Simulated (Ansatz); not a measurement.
# CH5FGeSi: one species, many methods

An exercise on one series of results from a longer session: the logs are not shown, and one member is left open.

Program: Ansatz 0.2.0, Gaussian basis. Level of theory: functionals in def2-TZVPP, the program's frozen cores in correlated methods. These are calculated values, not measurements.

Plan: PBE-D4, r2SCAN-D4, PBE0-D4, B3LYP-D4, ωB97X-V, ωB97M-V, B2PLYP; CCSD(T)/def2-TZVPP; MP2/def2-QZVPP; extrapolation to the limit.

### Structure used throughout

An earlier PBE0-D4 in a triple-zeta def2 set relaxation fixed the geometry.

SMILES `F[CH]1[SiH2][GeH2]1`, 9 atoms, charge 0, spin multiplicity 1.

Atoms are counted from 1 here; the program's logs count them from 0.

Bond lengths: F1–C2 1.373 Å, C2–Si3 1.894 Å, C2–Ge4 2.013 Å, C2–H5 1.093 Å, Si3–Ge4 2.321 Å, Si3–H6 1.484 Å, Si3–H7 1.481 Å, Ge4–H8 1.529 Å, Ge4–H9 1.530 Å. Angles: F1–C2–Si3 123.0°, F1–C2–Ge4 123.8°, F1–C2–H5 110.5°, Si3–C2–Ge4 72.8°, Si3–C2–H5 113.2°, Ge4–C2–H5 108.6°, C2–Si3–Ge4 56.0°, C2–Si3–H6 119.8°, C2–Si3–H7 113.9°, Ge4–Si3–H6 129.5°, Ge4–Si3–H7 112.0°, H6–Si3–H7 113.3°, C2–Ge4–Si3 51.2°, C2–Ge4–H8 116.2°, C2–Ge4–H9 115.2°, Si3–Ge4–H8 115.3°, Si3–Ge4–H9 128.0°, H8–Ge4–H9 114.5°.

Set-up of the first run:

Contents of in.yaml:

```yaml
crystal:
  periodic: [false, false, false]
  atoms:
    - {symbol: F, position_ang: [-0.273122, -0.489197, -2.095530]}
    - {symbol: C, position_ang: [-0.377059, 0.191886, -0.908476]}
    - {symbol: Si, position_ang: [1.116507, 0.593655, 0.185171]}
    - {symbol: Ge, position_ang: [-0.686100, -0.698159, 0.870511]}
    - {symbol: H, position_ang: [-1.075677, 1.027154, -1.005916]}
    - {symbol: H, position_ang: [1.440041, 2.007176, 0.500496]}
    - {symbol: H, position_ang: [2.311824, -0.231346, -0.105573]}
    - {symbol: H, position_ang: [-0.426136, -2.203554, 0.925465]}
    - {symbol: H, position_ang: [-1.941580, -0.243813, 1.616754]}
basis:
  gaussian: {orbitals: def2-TZVPP}
hamiltonian: {xc: pbe, dispersion: d4}
output: {forces: true, orbitals: {seedname: orbitals}}
```

Command:

```
$ ansatz run in.yaml --threads 4 --pin off --events-out ev --progress --plain --max-ram 10444MiB
```

Among the steps run: PBE-D4 (GGA); r2SCAN-D4 (meta-GGA); PBE0-D4 (hybrid); B3LYP-D4 (hybrid); ωB97X-V (range-separated); ωB97M-V (range-separated); B2PLYP (double hybrid); CCSD(T) in def2-TZVPP; MP2 in def2-QZVPP.

One of the session's tables, all rows but one given; the rest of the session is left out.

```
            method  atomisation energy (eV)
            PBE-D4                        ?
         r2SCAN-D4                   28.546
           PBE0-D4                   28.284
          B3LYP-D4                   28.203
           ωB97X-V                   28.601
           ωB97M-V                   28.305
            B2PLYP                   27.895
     HF/def2-TZVPP                   19.910
    MP2/def2-TZVPP                   27.890
   CCSD/def2-TZVPP                   27.223
CCSD(T)/def2-TZVPP                   27.699
           MP2/CBS                   28.646
       CCSD(T)/CBS                   28.454
```

**Question.** Estimate the row for PBE-D4.

As computed: atomisation energy (eV): 28.787. In the column «atomisation energy (eV)» it is the highest.

Limits of these values: Free atoms (1 F, 1 C, 1 Si, 1 Ge, 5 H) were run apart at each level; the atomisation energy is their sum less the molecule, without zero-point or spin-orbit terms.
